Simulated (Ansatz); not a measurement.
# C8H16N2O (1-butyl-3-methylimidazolium hydroxide): the cost of one run

Method: the settings change from run to run; program: Ansatz 0.2.0, Gaussian basis.

## (1) The relaxed structure

An earlier PBE-D4/def2-SVP relaxation fixed the geometry.

27 atoms, charge 0, spin multiplicity 1.

Atoms are counted from 1 here; the program's logs count them from 0.

Bond lengths: C1–C2 1.529 Å, C1–H11 1.111 Å, C1–H12 1.109 Å, C1–H13 1.111 Å, C2–C3 1.532 Å, C2–H14 1.114 Å, C2–H15 1.112 Å, C3–C4 1.535 Å, C3–H16 1.113 Å, C3–H17 1.114 Å, C4–N5 1.458 Å, C4–H18 1.109 Å, C4–H19 1.110 Å, N5–C6 1.395 Å, N5–C10 1.339 Å, C6–C7 1.489 Å, C6–H20 1.096 Å, C7–N8 1.477 Å and more. Angles: C2–C1–H11 111.7°, C2–C1–H12 111.6°, C2–C1–H13 111.3°, H11–C1–H12 107.5°, H11–C1–H13 107.2°, H12–C1–H13 107.4°, C1–C2–C3 113.0°, C1–C2–H14 109.9°, C1–C2–H15 110.7°, C3–C2–H14 108.9°, C3–C2–H15 108.7°, H14–C2–H15 105.5°, C2–C3–C4 115.0°, C2–C3–H16 109.7°, C2–C3–H17 109.8°, C4–C3–H16 108.5°, C4–C3–H17 107.4°, H16–C3–H17 106.0° and more.

As a file:

```xyz
27

C    -3.6379   -0.7087    0.9913
C    -2.5081    0.1433    0.4126
C    -1.9550   -0.4117   -0.9042
C    -0.7924    0.3875   -1.5078
N     0.4207    0.3775   -0.6991
C     0.6605    1.2356    0.3741
C     2.0359    0.9468    0.8646
N     2.2248   -0.3981    0.2847
C     3.4951   -1.0737    0.4004
C     1.3555   -0.5786   -0.7717
H    -4.4931   -0.7910    0.2863
H    -4.0270   -0.2817    1.9385
H    -3.2919   -1.7417    1.2106
H    -2.8681    1.1838    0.2418
H    -1.6725    0.2342    1.1404
H    -1.6227   -1.4643   -0.7587
H    -2.7648   -0.4487   -1.6682
H    -0.5296   -0.0158   -2.5071
H    -1.0848    1.4488   -1.6528
H     0.1775    2.2194    0.3945
H     2.1958    0.9058    1.9683
H     3.4086   -2.1095    0.0132
H     3.7872   -1.1284    1.4699
H     4.3124   -0.5503   -0.1457
H     1.3031   -1.4688   -1.4059
O     3.0718    1.8883    0.4586
H     2.7991    2.2001   -0.4287
```

## (2) RPBE/def2-SVP

Options: atoms shaken by 0.08 Å, high accuracy, the search for lower states set to off.

Input file in.yaml:

```yaml
crystal:
  periodic: [false, false, false]
  atoms:
    - {symbol: C, position_ang: [-3.563341, -0.542186, 0.920706]}
    - {symbol: C, position_ang: [-2.409978, 0.025724, 0.510736]}
    - {symbol: C, position_ang: [-1.887518, -0.442303, -0.918024]}
    - {symbol: C, position_ang: [-0.689712, 0.389300, -1.413157]}
    - {symbol: N, position_ang: [0.334751, 0.523637, -0.663633]}
    - {symbol: C, position_ang: [0.643163, 1.282020, 0.299694]}
    - {symbol: C, position_ang: [2.077420, 0.950579, 1.018018]}
    - {symbol: N, position_ang: [2.179247, -0.372565, 0.387861]}
    - {symbol: C, position_ang: [3.358893, -1.075268, 0.359390]}
    - {symbol: C, position_ang: [1.534756, -0.711854, -0.801903]}
    - {symbol: H, position_ang: [-4.454379, -0.767388, 0.339958]}
    - {symbol: H, position_ang: [-4.024603, -0.189934, 1.969358]}
    - {symbol: H, position_ang: [-3.342308, -1.674736, 1.332841]}
    - {symbol: H, position_ang: [-3.018042, 1.101891, 0.331958]}
    - {symbol: H, position_ang: [-1.639798, 0.132514, 1.175163]}
    - {symbol: H, position_ang: [-1.664297, -1.507400, -0.591426]}
    - {symbol: H, position_ang: [-2.725077, -0.391443, -1.741789]}
    - {symbol: H, position_ang: [-0.517438, 0.106846, -2.582514]}
    - {symbol: H, position_ang: [-1.205884, 1.570006, -1.477087]}
    - {symbol: H, position_ang: [0.226365, 2.180711, 0.446464]}
    - {symbol: H, position_ang: [2.133074, 0.978531, 1.941471]}
    - {symbol: H, position_ang: [3.337819, -2.053384, 0.028395]}
    - {symbol: H, position_ang: [3.853392, -1.138273, 1.553646]}
    - {symbol: H, position_ang: [4.442554, -0.479520, -0.020841]}
    - {symbol: H, position_ang: [1.432589, -1.531399, -1.490389]}
    - {symbol: O, position_ang: [3.026105, 1.852954, 0.390196]}
    - {symbol: H, position_ang: [2.782120, 2.068549, -0.401363]}
basis:
  gaussian: {orbitals: def2-SVP}
hamiltonian: {xc: {name: RPBE}}
accuracy: high
scf: {lower_state_search: off}
output: {forces: true}
```

Run with:

```sh
ansatz run in.yaml --threads 4 --pin off --events-out ev --progress --plain --max-ram 6963MiB
```

**Question.** How long does this run take on 4 threads of AMD EPYC 7R43, shared host, and how much memory does it need?

About 19 s, with a peak of 1.6 GiB.
